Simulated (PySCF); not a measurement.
# A diatomic session: HgBi+

The task here is to estimate one member of a computed series from the others.

Computed with PySCF 2.14.0. Level: Hg def2-SVP with ECP60, Bi def2-SVP with ECP60, scalar-relativistic core potentials.

The first run:

Settings of the job:

```yaml
atoms: Hg, Bi
charge: 1
basis: Hg def2-SVP with ECP60, Bi def2-SVP with ECP60
Hamiltonian: scalar-relativistic core potentials
basis_functions: 58
electrons_treated: 42
masses_in_u: 201.9706, 208.9804
levels: PBE0, PBE, r²SCAN, PBEsol, PW91, M06-L, CAM-B3LYP, HF, MP2, SCS-MP2
grid: 80 radial by 434 angular points
occupations: held fixed by the projection of orbital angular momentum
dissociation_limit: Hg + Bi+, each in its ground configuration
starting_distance_in_angstrom: 2.935
values_of_2S_to_try: 0, 2
```

Command:

```
OMP_NUM_THREADS=1 python dia.py task.json out
```

Among the steps run: Input; The PBE0 curve of the state that the search chose; Other states along the same grid; PBE; r²SCAN (meta-GGA); PBEsol (GGA); PW91 (GGA); M06-L; CAM-B3LYP; ROHF (mean field).

One table of the session follows, with a row left open; its other results are not shown here.

It belongs to the step «The curves together». Energy (eV) from each level's lowest point:

| R (Å) | ROHF | ROHF-MP2 | ROHF-SCS-MP2 | PBE | PBEsol |
| --- | --- | --- | --- | --- | --- |
| 2.491 | 0.827 | 0.615 | 0.679 | 0.619 | 0.503 |
| 2.606 | ? | ? | ? | ? | ? |
| 2.722 | 0.163 | 0.074 | 0.099 | 0.080 | 0.039 |
| 2.809 | 0.064 | 0.014 | 0.026 | 0.018 | 0.000 |
| 2.896 | 0.014 | 0.000 | 0.000 | 0.000 | 0.003 |
| 2.983 | 0.000 | 0.018 | 0.007 | 0.013 | 0.035 |
| 3.099 | 0.019 | 0.074 | 0.050 | 0.062 | 0.106 |
| 3.244 | 0.081 | 0.175 | 0.137 | 0.153 | 0.219 |
| 3.417 | 0.183 | 0.314 | 0.262 | 0.279 | 0.368 |
| 3.649 | 0.332 | 0.498 | 0.431 | 0.448 | 0.559 |

Q: Estimate the row for R (Å) = 2.606 from the others.

Worked estimate for «ROHF». A straight line through the neighbours (2.491, 0.827) and (2.722, 0.163) gives 0.827 + (0.163 − 0.827) × (2.606 − 2.491) / (2.722 − 2.491) = 0.496; a parabola fitted to 3 rows on both sides gives 0.424.

The run gave: ROHF: 0.403; ROHF-MP2: 0.257; ROHF-SCS-MP2: 0.301; PBE: 0.263; PBEsol: 0.187. In «ROHF» the line misses by +0.093 and the parabola by +0.021.

State 3 has its PBE0 minimum 1.05 eV higher. State 4 has its PBE0 minimum 1.29 eV higher. The other levels ran on the lowest alone.
